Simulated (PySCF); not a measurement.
**CBr₂: relaxation and vibrations of the singlet**

Aim: relax CBr₂ as a singlet from a bent start, check by its vibrations whether the end is a minimum, and collect its spectrum and constants.

Computed with PySCF 2.14.0. Level: PBE0, basis C def2-SVP, Br def2-SVP, no relativity, density fitting.

## Step 1: Where the work starts

3 atoms, charge 0, spin multiplicity 1.

Bond lengths: C1–Br2 1.890 Å, C1–Br3 1.890 Å. Angles: Br2–C1–Br3 110.0°.

```xyz
3
charge 0 multiplicity 1
C     0.0000    0.0000    0.0000
Br    1.5482    0.0000    1.0841
Br   -1.5482    0.0000    1.0841
```

## Step 2: First SCF at the start

The steps below are one call of a driver around PySCF. For each, scf.py gives the equivalent set-up of the SCF; relaxations use the driver's own optimiser. After this first run the driver tries any further starts and a stability analysis.

Input file scf.py:

```python
from pyscf import gto, scf, dft
mol = gto.M(atom='''
C      0.000000     0.000000     0.000000
Br     1.548200     0.000000     1.084100
Br    -1.548200     0.000000     1.084100''',
    basis={'C': 'def2-SVP', 'Br': 'def2-SVP'},
    charge=0, spin=0)
mf = dft.RKS(mol, xc='PBE0')
mf.grids.atom_grid = (50, 194)
aux = {'C': 'def2-universal-JKFIT', 'Br': 'def2-universal-JKFIT'}
mf = mf.density_fit(auxbasis=aux)
mf.conv_tol = 1e-08
mf.diis_space = 10
mf.max_cycle = 60
mf.init_guess = 'minao'
mf.verbose = 4
mf.kernel()
```

Run with:

```
$ OMP_NUM_THREADS=2 python axn.py task.json out
```

Output:

```text
init E= -5183.05787000115
  HOMO = -0.243285359132348  LUMO = -0.136043517002805  gap/eV = 2.91820
cycle= 1 E= -5184.95998568369  delta_E= -1.9  |g|= 0.362  |ddm|= 2.13
  HOMO = -0.307422834667399  LUMO = -0.20170321900785  gap/eV = 2.87678
cycle= 2 E= -5184.79345107533  delta_E= 0.167  |g|= 0.855  |ddm|=  1.1
  HOMO = -0.265121189429351  LUMO = -0.133527842909768  gap/eV = 3.58084
cycle= 3 E= -5184.99923963339  delta_E= -0.206  |g|= 0.0635  |ddm|= 0.823
  HOMO = -0.265583924903956  LUMO = -0.130519969386131  gap/eV = 3.67528
cycle= 4 E= -5184.99974028219  delta_E= -0.000501  |g|= 0.0178  |ddm|= 0.0743
  HOMO = -0.266573224839389  LUMO = -0.130361960119517  gap/eV = 3.70650
cycle= 5 E= -5184.99979273202  delta_E= -5.24e-05  |g|= 0.00197  |ddm|= 0.0171
  HOMO = -0.266265439098953  LUMO = -0.130035293604056  gap/eV = 3.70701
cycle= 6 E= -5184.99979427465  delta_E= -1.54e-06  |g|= 0.000294  |ddm|= 0.00323
  HOMO = -0.266272367070756  LUMO = -0.130043809060488  gap/eV = 3.70697
cycle= 7 E= -5184.99979433358  delta_E= -5.89e-08  |g|= 7.1e-05  |ddm|= 0.00111
  HOMO = -0.266276710277004  LUMO = -0.130048121001647  gap/eV = 3.70697
cycle= 8 E= -5184.99979433605  delta_E= -2.47e-09  |g|= 1.26e-05  |ddm|= 0.000214
  HOMO = -0.266276615350641  LUMO = -0.130047849378241  gap/eV = 3.70697
Extra cycle  E= -5184.9997943361  delta_E= -4.73e-11  |g|= 8.37e-06  |ddm|= 2.93e-05
converged SCF energy = -5184.9997943361
```

This step, with its further starts and checks, ran for 17 s (2 threads of Intel Xeon at 2.70GHz, shared host).

Energies from each starting density:

```csv
start,energy (Eh)
the minimal-basis guess,-5184.999794
a thermally smeared density,-5184.999794
a smeared PBE density,-5184.999794
```

No lower closed-shell solution turned up from the other starts or in the test of internal stability.

## Step 3: Bent start, singlet: relaxation

The program finds C2v symmetry in the start, which this walk keeps. The walk stops when the largest gradient is under 0.0003 Eh/bohr and the energy has settled too.

Edit scf.py of step 2 so:

```diff
@@ -3,3 +3,3 @@
-C      0.000000     0.000000     0.000000
-Br     1.548200     0.000000     1.084100
-Br    -1.548200     0.000000     1.084100''',
+C      0.000000     0.000000    -1.007502
+Br     1.548200     0.000000     0.076598
+Br    -1.548200     0.000000     0.076598''',
@@ -15 +14,0 @@
-mf.init_guess = 'minao'
```

The optimiser's trace:

```csv
step,energy (Eh),change (kJ/mol),largest symmetric gradient (Eh/bohr)
0,-5184.999794,0.00,0.00421
1,-5184.999855,-0.16,0.00080
2,-5184.999859,-0.17,0.00009
3,-5184.999859,-0.17,0.00001
```

The walk took 12 s.

Geometry (Å) and forces (eV/Å) at some steps:

```
step 0
C    0.000   0.000  -1.008   0.000   0.000   0.216
Br   1.548   0.000   0.077  -0.126   0.000  -0.108
Br  -1.548   0.000   0.077   0.126   0.000  -0.108
step 1
C    0.000   0.000  -1.000   0.000   0.000   0.030
Br   1.547   0.000   0.073  -0.041   0.000  -0.015
Br  -1.547   0.000   0.073   0.041   0.000  -0.015
step 2
C    0.000   0.000  -0.999   0.000   0.000  -0.002
Br   1.545   0.000   0.072  -0.005   0.000   0.001
Br  -1.545   0.000   0.072   0.005   0.000   0.001
step 3
C    0.000   0.000  -1.000   0.000   0.000   0.000
Br   1.545   0.000   0.073   0.000   0.000   0.000
Br  -1.545   0.000   0.073   0.000   0.000   0.000
```

End point (C2v, 3 steps, 0.2 kJ/mol gained): C–Br 1.880 Å (×2); Br–C–Br 110.5°.

## Step 4: Hessian and properties

On the finer grid the gradient is checked again; gradients at displacements of ±0.02 bohr then give force constants and infrared intensities.

Edit scf.py of step 3 so:

```diff
@@ -3,3 +3,3 @@
-C      0.000000     0.000000    -1.007502
-Br     1.548200     0.000000     0.076598
-Br    -1.548200     0.000000     0.076598''',
+C      0.000000     0.000000    -0.996341
+Br     1.544658     0.000000     0.075750
+Br    -1.544658     0.000000     0.075750''',
@@ -9 +9 @@
-mf.grids.atom_grid = (50, 194)
+mf.grids.atom_grid = (75, 302)
@@ -12 +12 @@
-mf.conv_tol = 1e-08
+mf.conv_tol = 1e-10
```

This SCF starts from the last density.

Log of the central SCF (cycles and frontier levels):

```text
init E= -5184.99995246799
  HOMO = -0.263833097581362  LUMO = -0.128521739730567  gap/eV = 3.68201
cycle= 1 E= -5184.99995246801  delta_E= -2.18e-11  |g|= 7.56e-07  |ddm|= 1.25e-06
  HOMO = -0.263833021694412  LUMO = -0.128521630721252  gap/eV = 3.68201
Extra cycle  E= -5184.999952468  delta_E= 1.27e-11  |g|= 1.31e-06  |ddm|= 2.06e-06
converged SCF energy = -5184.999952468
```

The whole step took 35 s.

Geometry: C2v; C–Br 1.880 Å (×2); Br–C–Br 110.5°.

Modes, for the most abundant isotopes:

| symmetry | ω (cm⁻¹) | IR (km/mol) | μ (u) |
| --- | --- | --- | --- |
| a1 | 204 | 0.4 | 62.64 |
| a1 | 618 | 19.0 | 13.32 |
| b2 | 679 | 303 | 13.13 |

All wavenumbers are real: a minimum.

Properties at this point:

```
Dipole moment                                                   : 1.44 D
Highest occupied level                                          : -7.18 eV
Lowest empty level                                              : -3.50 eV
Rotational constants                                            : 1.315, 0.04476, 0.04329 cm⁻¹
Zero-point energy                                               : 9.0 kJ/mol
Principal polarisabilities                                      : 24.9, 34.7, 71.3 bohr³
Atomisation energy without zero-point energy                    : 632 kJ/mol
Principal traceless quadrupole moments about the centre of mass : -5.06, 0.93, 4.13 D Å
Entropy at 298.15 K and 1 bar                                   : 287.6 J/(mol K)
Heat capacity Cp at 298.15 K                                    : 48.7 J/(mol K)
Enthalpy at 298.15 K above 0 K                                  : 12.08 kJ/mol
Rotational symmetry number                                      : 2
```

Charges (e) and bond orders:

```tsv
atom	Mulliken	Löwdin	polar tensor	Mayer order to C1
C1	-0.06	-0.32	0.66	–
Br2,3	0.03	0.16	-0.33	1.26
```

Mulliken populations on C1: s 3.82, p 2.20, d 0.04.

## Step 5: A spin-polarised start

A stability analysis found the closed shell of the lowest minimum unstable towards spin polarisation, so the unrestricted solution is followed.

The program finds C2v symmetry in the start, which may break. The walk stops when the largest gradient is under 0.0003 Eh/bohr and the energy has settled too.

Edit scf.py of step 4 so:

```diff
@@ -8,2 +8,2 @@
-mf = dft.RKS(mol, xc='PBE0')
-mf.grids.atom_grid = (75, 302)
+mf = dft.UKS(mol, xc='PBE0')
+mf.grids.atom_grid = (50, 194)
@@ -12 +12 @@
-mf.conv_tol = 1e-10
+mf.conv_tol = 1e-08
```

Steps of the walk:

```csv
step,energy (Eh),change (kJ/mol),largest gradient (Eh/bohr)
0,-5185.000443,0.00,0.00462
1,-5185.000558,-0.30,0.00099
2,-5185.000564,-0.32,0.00005
```

The walk took 16 s.

Geometry (Å) and forces (eV/Å) at some steps:

```
step 0
C    0.000   0.000  -0.996   0.000   0.000   0.237
Br   1.545   0.000   0.076   0.007   0.000  -0.119
Br  -1.545   0.000   0.076  -0.007   0.000  -0.119
step 1
C    0.000   0.000  -0.982   0.000   0.000   0.051
Br   1.552   0.000   0.069   0.007   0.000  -0.026
Br  -1.552   0.000   0.069  -0.007   0.000  -0.026
step 2
C    0.000   0.000  -0.978   0.000   0.000  -0.001
Br   1.554   0.000   0.067   0.003   0.000   0.000
Br  -1.554   0.000   0.067  -0.003   0.000   0.000
```

End point (C2v, 2 steps, 0.3 kJ/mol gained): C–Br 1.873 Å (×2); Br–C–Br 112.2°.

## Step 6: Frequencies

The same treatment as at the point before.

Edit scf.py of step 5 so:

```diff
@@ -3,3 +3,3 @@
-C      0.000000     0.000000    -0.996341
-Br     1.544658     0.000000     0.075750
-Br    -1.544658     0.000000     0.075750''',
+C     -0.000000    -0.000000    -0.970942
+Br     1.554447     0.000000     0.073808
+Br    -1.554447    -0.000000     0.073808''',
@@ -9 +9 @@
-mf.grids.atom_grid = (50, 194)
+mf.grids.atom_grid = (75, 302)
@@ -12 +12 @@
-mf.conv_tol = 1e-08
+mf.conv_tol = 1e-10
```

Log of the central SCF (cycles and frontier levels):

```text
init E= -5185.00065925713
[... the frontier-level lines of each cycle are left out ...]
cycle= 1 E= -5185.00065925715  delta_E= -2e-11  |g|= 7.03e-06  |ddm|= 1.82e-05
Extra cycle  E= -5185.00065925708  delta_E= 6.55e-11  |g|= 1.42e-05  |ddm|= 2.67e-05
converged SCF energy = -5185.00065925708  <S^2> = 0.24306855  2S+1 = 1.4043768
```

The whole step ran for 84 s (2 threads of Intel Xeon at 2.70GHz, shared host).

Geometry: C2v; C–Br 1.873 Å (×2); Br–C–Br 112.2°.

Modes, for the most abundant isotopes:

```json
{"ω (cm⁻¹)": "194", "IR (km/mol)": "0.8"}
{"ω (cm⁻¹)": "579", "IR (km/mol)": "5.0"}
{"ω (cm⁻¹)": "704", "IR (km/mol)": "288"}
```

All wavenumbers are real: a minimum.

Here the density breaks the symmetry of the frame, and no labels are given.

Constants and moments:

```yaml
Dipole_moment: 1.32 D
Highest_occupied_level: -7.23 eV
Lowest_empty_level: -3.27 eV
Rotational_constants: 1.385, 0.0442, 0.04283 cm⁻¹
Zero-point_energy: 8.8 kJ/mol
Principal_polarisabilities: 24.8, 35.8, 70.4 bohr³
Atomisation_energy_without_zero-point_energy: 634 kJ/mol
Principal_traceless_quadrupole_moments_about_the_centre_of_mass: -4.55, 0.49, 4.06 D Å
Entropy_at_298.15_K_and_1_bar: 288.1 J/(mol K)
Heat_capacity_Cp_at_298.15_K: 48.9 J/(mol K)
Enthalpy_at_298.15_K_above_0_K: 12.16 kJ/mol
Rotational_symmetry_number: 2
Spin_squared_⟨S²⟩: 0.243
```

Populations by atom (charges in e):

```csv
atom,Mulliken,Löwdin,polar tensor,spin (Mulliken),Mayer order to C1
C1,-0.06,-0.32,0.57,0.00,–
"Br2,3",0.03,0.16,-0.29,0.00,1.25
```

Mulliken populations on C1: s 3.75, p 2.27, d 0.04.

## Step 7: The points found, side by side

| spin | group | bonds | imaginary modes (cm⁻¹) | ΔE (kJ/mol) | with zero-point energy |
| --- | --- | --- | --- | --- | --- |
| broken-symmetry (Ms = 0) | C2v (density of lower symmetry) | C–Br 1.873 Å (×2) | none | 0.0 | 0.0 |
| singlet | C2v | C–Br 1.880 Å (×2) | none | 1.9 | 2.0 |

## Step 8: Real-space pictures of the lowest minimum

The plane holds C1 at (0.00, 0.00), Br2 at (1.87, 0.00), Br3 at (-0.71, 1.73) Å. Columns run from x = -2.85 to 4.05 Å, rows from y = 4.05 (top) to -1.95 Å, in steps of 0.3 Å.

Density (cut at 5 e/Å³):

Ten steps from '0' (0.000 e/Å³) to '9' (5.000 e/Å³), finer at the low end (step k begins (100^(k/10) - 1)/99 of the way up):
```
000000000000000000000000
000000000000000000000000
000000011000000000000000
000011222211000000000000
000123344321100000000000
001234566542100000000000
001346898753210000000000
002357999864210000000000
012467999864211111100000
002357999764222333210000
001246777654334554321000
001134566665456776532100
000112456776667998642100
000012357997679999753100
000001357997679999753100
000001356776567998642100
000001245655446776532000
000000123433234554321000
000000011211112333210000
000000000000001111100000
000000000000000000000000
```

ELF (0 where the density is under 0.005 e/Å³):

Ten even steps from '0' (0.00) to '9' (0.99):
```
000000000000000000000000
000000111210000000000000
000011234443200000000000
001123466766420000000000
012346778887630000000000
024577667898630000000000
146786121688610001000000
257883567178400024430000
367982777167200367653000
367885263264003788864200
256887423663126889875310
035666568875356657886310
012221268546762231686310
000001475555861735376310
000002797445861735376210
000016999867652231675210
000037999997356667885210
000058999984137899874200
000048999861026888764100
000005888620014677642000
000000055300002455420000
```

Lowest empty orbital at -3.27 eV (sign arbitrary; one member if degenerate):

Ten even steps from '0' (-0.12 Å^-3/2) to '9' (0.21 Å^-3/2):
```
333333333333333333333333
333333344333333333333333
333334444443333333333333
333344444444333333333333
333344455444433333333333
333344555544433333333333
333334455544333333333333
333333303443333333333333
333322304333333334443333
333221132223333344444333
333322111222333344444433
333332223222222345554433
333333444322222345554443
333334567302222503554443
333344579854321553444433
333444579986421123444433
333444567775432122333333
333344556655432222333333
333344445554433333333333
333334444444333333333333
333333444443333333333333
```

Along C1–Br2 (1.873 Å) the density is least, 1.15 e/Å³, about 0.84 Å from C1; ELF there is 0.83.

Making the fields took 3.6 s.

## Step 9: Outcome

| quantity | value |
| --- | --- |
| minimum | broken-symmetry (Ms = 0), C2v |
| geometry | C–Br 1.873 Å (×2); Br–C–Br 112.2° |
| wavenumbers (cm⁻¹) | 194, 579, 704 |
| dipole moment | 1.32 D |
| highest occupied, lowest empty level (either spin) | -7.23, -3.27 eV |
| polar-tensor charge of C1 | +0.57 e |
| zero-point energy | 8.8 kJ/mol |
| entropy at 298.15 K | 288.1 J/(mol K) |
| atomisation energy (no zero-point energy) | 634 kJ/mol |
| ⟨S²⟩ | 0.243 |

**Reading.** The bent start keeps its C2v symmetry and ends in a minimum. The strongest infrared band lies at 704 cm⁻¹. Other starts or spin states, not run here, may lie lower. The determinant is spin-contaminated (⟨S²⟩ = 0.24, pure value 0.00). The SCF density has lower symmetry than the nuclear frame.

The search up to here took 2.9 min.
